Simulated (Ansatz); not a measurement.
# SrMg: the cost of one run

Method: DFT PBEsol, frozen-core PAW, scalar-relativistic unless said, in Ansatz 0.2.0.

## Step 1: The starting structure

Symmetry: Pm-3m, No. 221, cubic system. The conventional cell has a = 3.900 Å, b = 3.900 Å, c = 3.900 Å, α = 90.00°, β = 90.00°, γ = 90.00°. Around Sr (site symmetry m-3m) lie 8 Mg at 3.38 Å. Mg (site symmetry m-3m) is surrounded by 8 Sr at 3.38 Å.

As a file:

```xyz
2
Lattice="3.9000 0.0000 0.0000 0.0000 3.9000 0.0000 0.0000 0.0000 3.9000" Properties=species:S:1:pos:R:3 pbc="T T T"
Sr    1.9500    1.9500    1.9500
Mg    0.0000    0.0000    0.0000
```

Cartesian axes are those of the input's lattice vectors. The structure goes back to a database entry.

## Step 2: Cell and atoms relaxed, PAW

input.yaml reads:

```yaml
crystal:
  lattice:
    - [3.9, 0.0, 0.0]
    - [0.0, 3.9, 0.0]
    - [0.0, 0.0, 3.9]
  atoms:
    - { symbol: Sr, position: [0.5, 0.5, 0.5] }
    - { symbol: Mg, position: [0.0, 0.0, 0.0] }
kpoints:
  mp_grid: { grid: [12, 12, 12] }
scf:
  occupations: { method: fermi_dirac, width: 0.1 }
hamiltonian:
  xc: pbesol
  pseudopotentials: { kind: paw }
relax:
  f_tol: 0.002
  max_steps: 80
  cell: {}
output:
  forces: true
  stress: true
```

Launch:

```
$ ansatz run input.yaml --threads 1 --pin off --max-ram 3072MiB --backend cpu --events-out ev --progress --plain --runs-dir out
```

What time and memory should one allow on 1 thread of Intel Xeon 6975P-C (Granite Rapids), shared host?

About 7.4 s, with a peak of 0.46 GiB.
